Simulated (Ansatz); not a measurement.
**C2H8ClN2Nb: ionisation energy by level of theory**

One table from this session's results is given with a row withheld; the runs are named, their logs left out.

Method: unrestricted cation, the program's frozen cores in correlated methods; program: Ansatz 0.2.0, Gaussian basis.

The runs, in order: UKS PBE-D4/def2-TZVPP; UKS r2SCAN-D4/def2-TZVPP; UKS PBE0-D4/def2-TZVPP; UKS B3LYP-D4/def2-TZVPP; UKS wB97X-V/def2-TZVPP; UKS wB97M-V/def2-TZVPP; UKS B2PLYP/def2-TZVPP; UHF-CCSD(T)/def2-TZVPP; UHF-MP2/def2-QZVPP; extrapolation to the limit; then −ε(HOMO) from the neutral's earlier runs with LDA (SPW92), PBE-D4, revPBE-D4, BLYP-D4, r2SCAN-D4, B97M-V, PBE0-D4, B3LYP-D4, r2SCANh-D4, r2SCAN0-D4, HSE06-D4, BHLYP-D4, CAM-B3LYP-D4, LC-ωPBE, ωB97X-V, ωB97M-V.

### Structure used throughout

All runs share one geometry, relaxed beforehand with PBE0-D4 in a triple-zeta def2 set. Nb takes the def2 core potential; no spin-orbit term is included.

14 atoms, charge 0, spin multiplicity 1.

Atoms are counted from 1 here; the program's logs count them from 0.

Bond lengths: C1–N2 1.420 Å, C1–H7 1.095 Å, C1–H8 1.095 Å, C1–H9 1.095 Å, N2–Nb3 1.738 Å, Nb3–C4 2.159 Å, Nb3–N5 1.960 Å, Nb3–Cl6 2.333 Å, C4–H10 1.097 Å, C4–H11 1.097 Å, C4–H12 1.092 Å, N5–H13 1.013 Å, N5–H14 1.008 Å. Angles: N2–C1–H7 111.2°, N2–C1–H8 110.6°, N2–C1–H9 110.6°, H7–C1–H8 108.1°, H7–C1–H9 108.3°, H8–C1–H9 107.9°, C1–N2–Nb3 174.5°, N2–Nb3–C4 102.7°, N2–Nb3–N5 104.0°, N2–Nb3–Cl6 113.4°, C4–Nb3–N5 107.2°, C4–Nb3–Cl6 110.8°, N5–Nb3–Cl6 117.5°, Nb3–C4–H10 109.9°, Nb3–C4–H11 108.4°, Nb3–C4–H12 113.3°, H10–C4–H11 108.3°, H10–C4–H12 108.7° and more.

Set-up of the first run:

Input file in.yaml:

```yaml
crystal:
  periodic: [false, false, false]
  atoms:
    - {symbol: C, position_ang: [-2.078132, -1.156535, 0.655150]}
    - {symbol: N, position_ang: [-1.027942, -0.328197, 0.179104]}
    - {symbol: Nb, position_ang: [0.176054, 0.691066, -0.550248]}
    - {symbol: C, position_ang: [1.845562, -0.653524, -0.805195]}
    - {symbol: N, position_ang: [0.657697, 1.949406, 0.873596]}
    - {symbol: Cl, position_ang: [-0.486108, 1.587064, -2.600376]}
    - {symbol: H, position_ang: [-2.942179, -1.124595, -0.016806]}
    - {symbol: H, position_ang: [-2.406753, -0.830914, 1.648145]}
    - {symbol: H, position_ang: [-1.743599, -2.196318, 0.734691]}
    - {symbol: H, position_ang: [2.715423, -0.101818, -1.182584]}
    - {symbol: H, position_ang: [1.570189, -1.411386, -1.548258]}
    - {symbol: H, position_ang: [2.130153, -1.169112, 0.114281]}
    - {symbol: H, position_ang: [1.294624, 2.721777, 0.718794]}
    - {symbol: H, position_ang: [0.281912, 1.993985, 1.808308]}
basis:
  gaussian: {orbitals: def2-TZVPP}
total_charge: 1
magnetization: {spin_polarized: true, initial_magnetization: 1}
hamiltonian: {xc: pbe, dispersion: d4}
```

Run with:

```
ansatz run in.yaml --threads 2 --pin off --events-out ev --progress --plain --max-ram 20480MiB --backend cuda --devices 0, --max-vram 18GiB
```

Steps of the session up to this table: Cation, UKS PBE-D4/def2-TZVPP; Cation, UKS r2SCAN-D4/def2-TZVPP; Cation, UKS PBE0-D4/def2-TZVPP; Cation, UKS B3LYP-D4/def2-TZVPP; Cation, UKS wB97X-V/def2-TZVPP; Cation, UKS wB97M-V/def2-TZVPP; Cation, UKS B2PLYP (frozen core)/def2-TZVPP; Cation, UHF-CCSD(T)/def2-TZVPP; Cation, UHF-MP2/def2-QZVPP.

One table of the session follows, with a row left open; its other results are not shown here.

Orbital estimates, from the neutral's runs:

```
  functional  −ε(HOMO) (eV)
 LDA (SPW92)           6.22
      PBE-D4           6.07
   revPBE-D4           6.01
     BLYP-D4           5.93
   r2SCAN-D4           6.31
      B97M-V           6.37
     PBE0-D4           7.35
    B3LYP-D4           7.12
  r2SCANh-D4              ?
  r2SCAN0-D4           7.52
    HSE06-D4           6.95
    BHLYP-D4           8.51
CAM-B3LYP-D4           8.71
     LC-ωPBE          10.09
     ωB97X-V           9.73
     ωB97M-V           9.63
```

**Question.** Estimate the row for r2SCANh-D4.

Worked estimate for «−ε(HOMO) (eV)». Against the share of exact exchange, r2SCAN-D4 (0, 6.31), r2SCAN0-D4 (0.25, 7.52) give a slope of 4.84 per unit share; at 0.1 the line stands at 6.79.

**Answer.** −ε(HOMO) (eV): 6.79. In «−ε(HOMO) (eV)» the line misses by 0.00.
